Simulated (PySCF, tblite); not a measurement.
**C₅H₁₀GeO: geometry, infrared bands and NMR shifts**

Aim: predict the infrared bands and NMR shifts of C₅H₁₀GeO (`OC[C@H]1C=C[CH2][GeH2]1`).

Computed with tblite 0.8.0 and PySCF 2.14.0, with density-fitted response routines of our own, on a single molecule in the gas phase. Atoms count from 0, in the outputs and in this text.

## 1. The molecule as given

17 atoms, charge 0, multiplicity 1; geometry from: force field or distance geometry start.

Bonds of the start (Å): O0–C1 1.38, C1–C2 1.52, C2–C3 1.45, C3–C4 1.27, C4–C5 1.49, C5–Ge6 1.98, Ge6–C2 1.95, O0–H7 1.00, C1–H8 1.10, C1–H9 1.12, C2–H10 1.11, C3–H11 1.16, C4–H12 1.12, C5–H13 1.10, C5–H14 1.11, Ge6–H15 1.51, Ge6–H16 1.52.

## 2. Geometry optimisation with GFN2-xTB

What the job is given:

```
{"job": {"kind": "relax", "xc": "GFN2-xTB", "basis": "xTB"}, "charge": 0, "multiplicity": 1}
O     -2.104100    -0.546100    -0.711400
C     -1.876800     0.169400     0.451800
C     -0.382100     0.365000     0.669300
C      0.371500    -0.873300     0.759700
C      1.536200    -1.004400     0.278000
C      2.119700     0.161700    -0.434800
Ge     0.426400     1.019200    -0.983300
H     -2.907000    -1.133100    -0.628800
H     -2.308900     1.173800     0.294400
H     -2.372600    -0.278800     1.350400
H     -0.186200     1.071300     1.507300
H     -0.120300    -1.758300     1.317900
H      2.132100    -1.948500     0.350300
H      2.735600    -0.110000    -1.306600
H      2.592800     0.852700     0.291100
H     -0.208800     0.315900    -2.162600
H      0.545600     2.535300    -1.052800
```

The run is started by

```
$ OMP_NUM_THREADS=1 python probes_run.py task.json out
```

The driver reads the jobs from task.json and runs them one after another.

**Question.** This job is followed by: GFN2-xTB harmonic vibrations, gas phase; GIAO PBE0/pcSseg-1 NMR shielding, non-relativistic, gas phase. Predict these results of the whole session: strongest single infrared mode (GFN2-xTB); zero-point energy (GFN2-xTB); 13C shifts against TMS (PBE0/pcSseg-1); 1H shifts against TMS (PBE0/pcSseg-1); 17O shifts against H2O (PBE0/pcSseg-1); 73Ge shifts against GeMe4 (PBE0/pcSseg-1).

**Answer**, as computed:

```
                                 quantity                                                           value
strongest single infrared mode (GFN2-xTB)                                           2012 cm⁻¹, 478 km/mol
             zero-point energy (GFN2-xTB)                                                   82.7 kcal/mol
   13C shifts against TMS (PBE0/pcSseg-1)                              141.4, 140.9, 69.1, 40.6, 19.3 ppm
    1H shifts against TMS (PBE0/pcSseg-1)  6.31, 6.14, 4.67, 4.08, 4.05, 3.88, 2.38, 2.04, 1.68, 0.50 ppm
   17O shifts against H2O (PBE0/pcSseg-1)                                                        36.9 ppm
73Ge shifts against GeMe4 (PBE0/pcSseg-1)                                                        -130 ppm
```

What this shows: The optimisation took 124 steps and gained 0.751 eV; among the close pairs (by a distance rule), C3–H11 changed most, from 1.156 to 1.082 Å. No mode is imaginary among the 45: a minimum at this level. The strongest single mode, at 2012 cm⁻¹, moves mainly H15. Unscaled tight-binding wavenumbers are off by several per cent, some by more. Its intensities can rank the bands wrongly. At PBE0/pcSseg-1: Shielding is most anisotropic at Ge6 (span 272 ppm, paramagnetic term -1293 ppm). Spin-orbit coupling is left out, which matters for shieldings and couplings at and beside the heavy atoms.
